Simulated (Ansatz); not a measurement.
# NbRu: the cost of one run

Program: Ansatz 0.2.0. Level of theory: DFT, PBEsol, PAW with Ansatz's default frozen-core files, scalar-relativistic. These are calculated values, not measurements.

2 further runs of the same task are left out: 2 that didn't finish. Runs told in other sessions of the task aren't counted.

## (1) The structure to begin with

The structure is cubic, space group Pm-3m (No. 221). Conventional cell: a = 3.184 Å, b = 3.184 Å, c = 3.184 Å, α = 90.00°, β = 90.00°, γ = 90.00°. Around Nb (site symmetry m-3m) lie 8 Ru at 2.76 Å. Ru (site symmetry m-3m) is surrounded by 8 Nb at 2.76 Å.

As a file:

```cif
data_structure
_symmetry_space_group_name_H-M 'P 1'
_symmetry_Int_Tables_number 1
_cell_length_a 3.1840
_cell_length_b 3.1840
_cell_length_c 3.1840
_cell_angle_alpha 90.000
_cell_angle_beta 90.000
_cell_angle_gamma 90.000
_cell_volume 32.28
loop_
_atom_site_label
_atom_site_type_symbol
_atom_site_fract_x
_atom_site_fract_y
_atom_site_fract_z
_atom_site_occupancy
Nb1 Nb 0.00000 0.00000 0.00000 1
Ru1 Ru 0.50000 0.50000 0.50000 1
```

Atoms are numbered in the order of the input: Nb1, Ru2.

## (2) Shortest bond scaled by 1, PAW

input.yaml reads:

```yaml
crystal:
  lattice:
    - [3.184, 0.0, 0.0]
    - [0.0, 3.184, 0.0]
    - [0.0, 0.0, 3.184]
  atoms:
    - { symbol: Nb, position: [0.0, 0.0, 0.0] }
    - { symbol: Ru, position: [0.5, 0.5, 0.5] }
kpoints:
  mp_grid: { grid: [9, 9, 9] }
scf:
  occupations: { method: fermi_dirac, width: 0.05 }
hamiltonian:
  xc: pbesol
  pseudopotentials: { kind: paw }
output:
  forces: true
  stress: true
  eigenvalues: true
  populations: true
```

Command:

```sh
ansatz run input.yaml --threads 1 --pin off --max-ram 2048MiB --backend cpu --events-out ev --progress --plain --runs-dir out
```

**Question.** How long does this run take on 1 thread of Arm Neoverse V1, shared host, and how much memory does it need?

About 1.9 s, with a peak of 0.3 GiB.
